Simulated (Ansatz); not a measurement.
# C₈H₁₇N: up Jacob's ladder to CCSD(T)

An exercise on one series of results from a longer session: the logs are not shown, and one member is left open.

Computed with Ansatz 0.2.0, Gaussian basis. Level: functionals in def2-TZVPP, the program's frozen cores in correlated methods.

Levels to be run: LDA (SPW92), PBE-D4, revPBE-D4, BLYP-D4, r2SCAN-D4, B97M-V, PBE0-D4, B3LYP-D4, r2SCANh-D4, r2SCAN0-D4, HSE06-D4, BHLYP-D4, CAM-B3LYP-D4, LC-ωPBE, ωB97X-V, ωB97M-V, B2PLYP, PBE-QIDH; CCSD(T)/def2-SVP; CCSD(T)/def2-TZVPP; MP2/def2-QZVPP; extrapolation to the limit.

## Structure used throughout

The geometry comes from an earlier relaxation with PBE0-D4 in a triple-zeta def2 set; it is a stationary point, not always the lowest conformer.

SMILES `C=CN(CC)C(C)(C)C`, 26 atoms, charge 0, spin multiplicity 1.

Atoms are counted from 1 here; the program's logs count them from 0.

Bond lengths: C1–C2 1.341 Å, C1–H10 1.082 Å, C1–H11 1.081 Å, C2–N3 1.370 Å, C2–H12 1.084 Å, N3–C4 1.445 Å, N3–C6 1.476 Å, C4–C5 1.524 Å, C4–H13 1.094 Å, C4–H14 1.090 Å, C5–H15 1.092 Å, C5–H16 1.091 Å, C5–H17 1.093 Å, C6–C7 1.530 Å, C6–C8 1.524 Å, C6–C9 1.532 Å, C7–H18 1.092 Å, C7–H19 1.091 Å and more. Angles: C2–C1–H10 124.0°, C2–C1–H11 118.8°, H10–C1–H11 117.2°, C1–C2–N3 128.8°, C1–C2–H12 117.4°, N3–C2–H12 113.7°, C2–N3–C4 117.0°, C2–N3–C6 118.1°, C4–N3–C6 121.6°, N3–C4–C5 115.2°, N3–C4–H13 106.6°, N3–C4–H14 109.3°, C5–C4–H13 109.5°, C5–C4–H14 110.0°, H13–C4–H14 105.7°, C4–C5–H15 111.5°, C4–C5–H16 110.9°, C4–C5–H17 110.4° and more.

Geometry (Å):

```xyz
26
charge 0, multiplicity 1
C     0.34815    2.49274   -1.38057
C     0.62726    1.56956   -0.44948
N    -0.18681    0.59515    0.06530
C    -1.50350    0.46470   -0.51598
C    -1.55587   -0.27501   -1.84722
C     0.44132   -0.51119    0.81388
C     1.21993    0.05258    2.00471
C    -0.62223   -1.44981    1.37136
C     1.38819   -1.31168   -0.08541
H    -0.59648    2.55868   -1.90321
H     1.09960    3.23051   -1.62397
H     1.61868    1.58587   -0.01196
H    -1.88999    1.47951   -0.64668
H    -2.16854   -0.01407    0.20267
H    -1.32384   -1.33542   -1.72513
H    -0.84168    0.14781   -2.55583
H    -2.55525   -0.20217   -2.28418
H     0.56604    0.66268    2.63090
H     2.06862    0.66589    1.69947
H     1.61594   -0.76706    2.60836
H    -0.12926   -2.22848    1.95575
H    -1.19495   -1.94449    0.58495
H    -1.31453   -0.92343    2.03231
H     2.16342   -0.66762   -0.50588
H     0.84622   -1.76849   -0.91551
H     1.87954   -2.10679    0.48137
```

Set-up of the first run:

The input, in.yaml:

```yaml
crystal:
  periodic: [false, false, false]
  atoms:
    - {symbol: C, position_ang: [0.348149, 2.492743, -1.380568]}
    - {symbol: C, position_ang: [0.627261, 1.569564, -0.449481]}
    - {symbol: N, position_ang: [-0.186807, 0.595152, 0.065298]}
    - {symbol: C, position_ang: [-1.503497, 0.464701, -0.515981]}
    - {symbol: C, position_ang: [-1.555873, -0.275008, -1.847221]}
    - {symbol: C, position_ang: [0.441316, -0.511185, 0.813882]}
    - {symbol: C, position_ang: [1.219934, 0.052578, 2.004712]}
    - {symbol: C, position_ang: [-0.622227, -1.449806, 1.371364]}
    - {symbol: C, position_ang: [1.388194, -1.311677, -0.085414]}
    - {symbol: H, position_ang: [-0.596480, 2.558679, -1.903214]}
    - {symbol: H, position_ang: [1.099597, 3.230512, -1.623966]}
    - {symbol: H, position_ang: [1.618677, 1.585871, -0.011958]}
    - {symbol: H, position_ang: [-1.889988, 1.479508, -0.646681]}
    - {symbol: H, position_ang: [-2.168541, -0.014071, 0.202673]}
    - {symbol: H, position_ang: [-1.323837, -1.335421, -1.725126]}
    - {symbol: H, position_ang: [-0.841676, 0.147814, -2.555834]}
    - {symbol: H, position_ang: [-2.555251, -0.202168, -2.284180]}
    - {symbol: H, position_ang: [0.566044, 0.662685, 2.630899]}
    - {symbol: H, position_ang: [2.068624, 0.665892, 1.699467]}
    - {symbol: H, position_ang: [1.615944, -0.767061, 2.608360]}
    - {symbol: H, position_ang: [-0.129262, -2.228481, 1.955745]}
    - {symbol: H, position_ang: [-1.194948, -1.944494, 0.584945]}
    - {symbol: H, position_ang: [-1.314530, -0.923429, 2.032305]}
    - {symbol: H, position_ang: [2.163422, -0.667617, -0.505877]}
    - {symbol: H, position_ang: [0.846222, -1.768495, -0.915514]}
    - {symbol: H, position_ang: [1.879544, -2.106793, 0.481375]}
basis:
  gaussian: {orbitals: def2-TZVPP}
hamiltonian: {xc: lda}
output: {orbitals: {seedname: orbitals}}
```

Steps of the session up to this table: LDA; PBE-D4 (GGA); revPBE-D4 (GGA); BLYP-D4 (GGA); r2SCAN-D4 (meta-GGA); B97M-V (meta-GGA); PBE0-D4 (hybrid); B3LYP-D4 (hybrid); r2SCANh-D4 (hybrid); r2SCAN0-D4 (hybrid); HSE06-D4 (hybrid); BHLYP-D4 (hybrid); CAM-B3LYP-D4 (range-separated); LC-ωPBE (range-separated); ωB97X-V (range-separated); ωB97M-V (range-separated); B2PLYP (double hybrid); PBE-QIDH (double hybrid).

One table of the session follows, with a row left open; its other results are not shown here.

It belongs to the step «Orbital energies across the functionals». 

| functional | HOMO (eV) | LUMO (eV) | gap (eV) |
| --- | --- | --- | --- |
| LDA (SPW92) | -4.50 | -0.09 | 4.41 |
| PBE-D4 | -4.31 | 0.18 | 4.49 |
| revPBE-D4 | -4.24 | 0.28 | 4.52 |
| BLYP-D4 | -4.17 | 0.22 | 4.39 |
| r2SCAN-D4 | -4.48 | 0.43 | 4.92 |
| B97M-V | -4.57 | 0.28 | 4.85 |
| PBE0-D4 | -5.39 | 1.01 | 6.40 |
| B3LYP-D4 | -5.20 | 0.69 | 5.89 |
| r2SCANh-D4 | -4.89 | 0.78 | 5.68 |
| r2SCAN0-D4 | -5.52 | 1.29 | 6.82 |
| HSE06-D4 | -5.00 | 0.64 | 5.64 |
| BHLYP-D4 | -6.38 | 1.63 | 8.01 |
| CAM-B3LYP-D4 | -6.67 | 1.79 | 8.46 |
| LC-ωPBE | ? | ? | ? |
| ωB97X-V | -7.63 | 2.83 | 10.46 |
| ωB97M-V | -7.57 | 2.43 | 10.00 |

Estimate the missing values for LC-ωPBE.

The run gave: HOMO (eV): -7.94; LUMO (eV): 3.09; gap (eV): 11.03. In the column «HOMO (eV)» it is the lowest.
